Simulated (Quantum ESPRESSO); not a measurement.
Input of a Quantum ESPRESSO 7.5 run:

pw.in

```
&CONTROL
  calculation = 'vc-relax'
  prefix = 'pwscf'
  outdir = './tmp'
  pseudo_dir = './pseudo'
  tprnfor = .true.
  tstress = .true.
  disk_io = 'low'
  nstep = 40
  forc_conv_thr = 0.0004
  etot_conv_thr = 1d-05
/
&SYSTEM
  ibrav = 0
  nat = 1
  ntyp = 1
  ecutwfc = 45
  ecutrho = 360
  nbnd = 12
  occupations = 'smearing'
  smearing = 'gaussian'
  degauss = 0.00734986
/
&ELECTRONS
  conv_thr = 2d-10
  electron_maxstep = 120
  mixing_beta = 0.5
/
&IONS
  ion_dynamics = 'bfgs'
/
&CELL
  cell_dynamics = 'bfgs'
  press = 300
  press_conv_thr = 0.3
/
ATOMIC_SPECIES
Hf   178.4900 hf_lda_v1.uspp.F.UPF
CELL_PARAMETERS angstrom
  -1.7250000000    1.7250000000    1.7250000000
   1.7250000000   -1.7250000000    1.7250000000
   1.7250000000    1.7250000000   -1.7250000000
ATOMIC_POSITIONS crystal
Hf     0.0000000000    0.0000000000    0.0000000000
K_POINTS automatic
24 24 24 0 0 0
```

Potentials or basis: GBRV 1.5 LDA.

Command:

```console
$ OMP_NUM_THREADS=1 pw.x -in pw.in > pw.out
```

Estimate the relaxed cell.

a = 2.802 Å, b = 2.802 Å, c = 2.802 Å, α = 109.47°, β = 109.47°, γ = 109.47°.

Predict the relaxed volume.

16.94 Å³/atom.

Estimate the space group after relaxing (to 0.05 Å).

Im-3m (No. 229).

Estimate the band gap on the k mesh.

none (metal or under the smearing width).

Final structure:
```
Hf
1.0
    -1.61781    1.61781    1.61781
     1.61781   -1.61781    1.61781
     1.61781    1.61781   -1.61781
Hf
1
Direct
  0.00000 0.00000 0.00000
```

Caveat: the volume moved by over 15 % at a fixed basis, so the end points are rough. Spin-orbit coupling is left out, which matters for the levels of Hf.
